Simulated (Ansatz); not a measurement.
**TiZn3: equation of state**

The task here is to estimate one member of a computed series from the others.

Computed with Ansatz 0.2.0 (DFT LDA, scalar-relativistic, unless a step's input says otherwise).

### The structure to begin with

Symmetry: Pm-3m, No. 221, cubic system. Conventional cell: a = 3.932 Å, b = 3.932 Å, c = 3.932 Å, α = 90.00°, β = 90.00°, γ = 90.00°. Ti (site symmetry m-3m) is surrounded by 12 Zn at 2.78 Å. Zn (site symmetry 4/mmm) is surrounded by 4 Ti at 2.78 Å and 8 Zn at 2.78 Å.

Structure file:

```
Ti Zn
1.0
     3.93220    0.00000    0.00000
     0.00000    3.93220    0.00000
     0.00000    0.00000    3.93220
Ti Zn
1 3
Direct
  0.00000 0.00000 0.00000
  0.00000 0.50000 0.50000
  0.50000 0.00000 0.50000
  0.50000 0.50000 0.00000
```

Atoms are numbered in the order of the input: Ti1, Zn2, Zn3, Zn4.

Set-up of the first run:

input.yaml reads:

```yaml
crystal:
  lattice:
    - [3.8790556475, 0.0, 0.0]
    - [0.0, 3.8790556475, 0.0]
    - [0.0, 0.0, 3.8790556475]
  atoms:
    - { symbol: Ti, position: [0.0, 0.0, 0.0] }
    - { symbol: Zn, position: [0.0, 0.5, 0.5] }
    - { symbol: Zn, position: [0.5, 0.0, 0.5] }
    - { symbol: Zn, position: [0.5, 0.5, 0.0] }
kpoints:
  mp_grid: { grid: [9, 9, 9] }
  band_path:
    path:
      - [0.0, 0.0, 0.0]
      - [0.0, 0.5, 0.0]
      - [0.5, 0.5, 0.0]
      - [0.0, 0.0, 0.0]
      - [0.5, 0.5, 0.5]
      - [0.0, 0.5, 0.0]
      - [0.5, 0.5, 0.5]
      - [0.5, 0.5, 0.0]
    npoints: 5
scf:
  occupations: { method: fermi_dirac, width: 0.05 }
hamiltonian:
  xc: lda
  pseudopotentials: { kind: all_electron, lapw: { basis_error: 0.001 } }
output:
  forces: true
  stress: true
  eigenvalues: true
```

Run with:

```
> ansatz run input.yaml --threads 1 --pin off --max-ram 4096MiB --backend cpu --events-out ev --progress --plain --runs-dir out
```

Steps of the session up to this table: Volume × 0.96, LAPW; Volume × 0.96, PAW; Volume × 0.96, crystal datasets; Volume × 0.99, LAPW; Volume × 0.99, PAW; Volume × 0.99, crystal datasets; Volume × 1.02, LAPW; Volume × 1.02, PAW; Volume × 1.02, crystal datasets; Volume × 1.06, LAPW; Volume × 1.06, PAW; Volume × 1.06, crystal datasets.

One of the session's tables, all rows but one given; the rest of the session is left out.

| method | volume (Å³/atom) | pressure (GPa) |
| --- | --- | --- |
| LAPW | 14.592 | -6.35 |
| LAPW | 15.048 | -9.10 |
| LAPW | 15.504 | -11.36 |
| LAPW | 16.112 | -13.78 |
| PAW | 14.592 | -6.35 |
| PAW | 15.048 | -9.09 |
| PAW | 15.504 | ? |
| PAW | 16.112 | -13.76 |
| crystal datasets | 14.592 | -6.35 |
| crystal datasets | 15.048 | -9.10 |
| crystal datasets | 15.504 | -11.36 |
| crystal datasets | 16.112 | -13.78 |

Estimate the missing values for PAW, 15.504.

As computed: pressure (GPa): -11.35. In the column «pressure (GPa)» it lies between crystal datasets, 15.504 (-11.36) and LAPW, 15.048 (-9.10).

Limits of these values: Warnings in the runs' records: crystal datasets made.
